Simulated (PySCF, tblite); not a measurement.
# C₄H₅BCl₂: geometry, infrared bands and NMR shifts

What infrared bands and NMR shifts should C₄H₅BCl₂ (`C#CCCB(Cl)Cl`) show?

Computed with tblite 0.8.0 and PySCF 2.14.0, with density-fitted response routines of our own, on a single molecule in the gas phase. Atoms count from 0, in the outputs and in this text.

## (1) The starting structure

12 atoms, charge 0, multiplicity 1; geometry from: force field or distance geometry start.

Bonds of the start (Å): C0–C1 1.22, C1–C2 1.46, C2–C3 1.53, C3–B4 1.60, B4–Cl5 1.84, B4–Cl6 1.85, C0–H7 1.05, C2–H8 1.11, C2–H9 1.11, C3–H10 1.10, C3–H11 1.12.

## (2) Optimising the geometry with GFN2-xTB

The job: settings as JSON, then the geometry in Å.

```
{"job": {"kind": "relax", "xc": "GFN2-xTB", "basis": "xTB"}, "charge": 0, "multiplicity": 1}
C      2.914700     0.122100    -0.464000
C      1.753000     0.314200    -0.155200
C      0.369900     0.531400     0.244800
C     -0.552900    -0.471300    -0.459500
B     -2.077200    -0.265100    -0.023600
Cl    -3.001300    -1.607000     0.832800
Cl    -2.955600     1.295500    -0.491700
H      3.920200    -0.032600    -0.737700
H      0.082600     1.566700    -0.046900
H      0.274200     0.432900     1.349700
H     -0.475900    -0.374100    -1.556000
H     -0.250600    -1.513500    -0.169500
```

Started as:

```console
$ OMP_NUM_THREADS=1 python probes_run.py task.json out
```

This one command runs all jobs of the session in turn.

**Question.** This job is followed by: GFN2-xTB harmonic vibrations, gas phase; GIAO PBE0/pcSseg-1 NMR shielding, non-relativistic, gas phase. What will the session give for the following? strongest single infrared mode (GFN2-xTB); zero-point energy (GFN2-xTB); 13C shifts against TMS (PBE0/pcSseg-1); 1H shifts against TMS (PBE0/pcSseg-1, means over atoms taken as alike); 11B shifts against BF3·OEt2 (PBE0/pcSseg-1); 35Cl shifts against HCl (PBE0/pcSseg-1, means over atoms taken as alike); surface potential, 1st and 99th percentile.

The runs gave:

```
                                                                quantity                       value
                               strongest single infrared mode (GFN2-xTB)        755 cm⁻¹, 111 km/mol
                                            zero-point energy (GFN2-xTB)               49.6 kcal/mol
                                  13C shifts against TMS (PBE0/pcSseg-1)  89.4, 75.5, 33.9, 17.8 ppm
  1H shifts against TMS (PBE0/pcSseg-1, means over atoms taken as alike)        2.42, 1.88, 1.44 ppm
                             11B shifts against BF3·OEt2 (PBE0/pcSseg-1)                    63.5 ppm
35Cl shifts against HCl (PBE0/pcSseg-1, means over atoms taken as alike)                     280 ppm
                                   surface potential, 1st and 99th percentile          -0.78 V and 1.42 V
```

In words: The optimisation took 107 steps and gained 0.397 eV; among the close pairs (by a distance rule), B4–Cl6 changed most, from 1.851 to 1.717 Å. All 30 modes are real, so the xTB geometry is a minimum. The strongest single mode, at 755 cm⁻¹, moves mainly B4. GFN2-xTB is a fitted tight-binding method: band positions and strengths are rough. Its intensities can rank the bands wrongly. At PBE0/pcSseg-1: The largest span, 547 ppm, is at Cl5, Cl6, where the paramagnetic term is -476 ppm. By nearest atom (PBE0/pcSseg-1), the HOMO sits on C0, C1 about 40 % each and the LUMO on B4 59 %; Cl5, Cl6 about 13 % each.
